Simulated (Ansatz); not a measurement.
Consider a check of PAW against all-electron LAPW of TePb, space group Fm-3m (Ansatz's Python interface).

`paw_lapw_tepb.py`
```python
"""Checking the PAW result for TePb with LAPW."""

import ansatz as az
import numpy as np


def count_gap(report):
    # lowest empty less highest filled band, counting bands; zero where they overlap
    return max(report.get("gap_by_band_count_ev") or 0.0, 0.0)


def main() -> None:
    cell = (
        az.Lattice.of((0.0, 3.231, 3.231), (3.231, 0.0, 3.231), (3.231, 3.231, 0.0))
        .atom("Te", (0.5, 0.5, 0.5))
        .atom("Pb", (0.0, 0.0, 0.0))
    )

    calc = (
        cell.calculation()
        .functional("pbe")
        .kpoints(6)
        .occupations(az.OccupationsMethod.FIXED)
        .stress()
        .forces()
        .band_table()
    )
    variants = {
        "PAW": calc.pseudopotentials("paw"),
        "LAPW": calc.pseudopotentials("all_electron", lapw=True),
    }
    # totals differ by the cores that each treatment holds, so compare what does not depend on them
    rows = []
    for label, variant in variants.items():
        rep = variant.run(threads=1, backend="cpu").report
        levels = np.array(rep["eigenvalues_ev"][0]) - rep["fermi_energy_ev"]
        print(label, "levels at the first k-point near E_F:", np.round(levels[np.abs(levels) < 5], 3))
        rows.append((label, rep["n_electrons"], np.trace(rep["stress_gpa"]) / 3, count_gap(rep)))
    print("     treatment  electrons in bands           P GPa  gap by band count eV")
    for row in rows:
        print(f"{str(row[0]):>14s}  {row[1]:18.1f}  {row[2]:14.3f}  {row[3]:20.3f}")


if __name__ == "__main__":
    main()
```

How well do the two treatments of the cores agree on the pressure?

PAW gives 2.142 GPa and LAPW 2.151 GPa, 0.008 GPa apart. They took 1.5 and 7.5 s of processor time.

What the script printed:

```console
$ python paw_lapw_tepb.py
DeckWarning: basis.ecutwfc = 420 eV, auto-derived from the records' recommended cutoffs: set by Te (normal level)
PAW levels at the first k-point near E_F: [-1.354 -1.354 -1.354  4.073  4.073  4.073]
LAPW levels at the first k-point near E_F: [-1.355 -1.355 -1.355  4.072  4.072  4.072]
     treatment  electrons in bands           P GPa  gap by band count eV
           PAW                30.0           2.142                 0.730
          LAPW                60.0           2.151                 0.729
```
(Warnings from the package without file and line.)

Caveats:
- Spin-orbit coupling, left out here, can change this gap by several tenths of an eV, and inverted bands can meet off the mesh.
- The computed bands are complete only to about 4.6 eV above the Fermi level.
- The Fermi level of a run with fixed occupations marks the highest occupied state on its mesh, not mid-gap.
- The starting cell is as deposited in a crystallographic database; the results hold for this polymorph, which needn't be the stable one.
- Levels are Kohn-Sham eigenvalues on this mesh, without spin-orbit coupling.
- Pressure is positive in compression; the treatments may keep other shells as core, so totals and counts of electrons can differ.
- Wall time of the script: 9.8 s on 1 thread of Arm Neoverse V2, with other jobs on the host, peak memory 0.46 GiB.
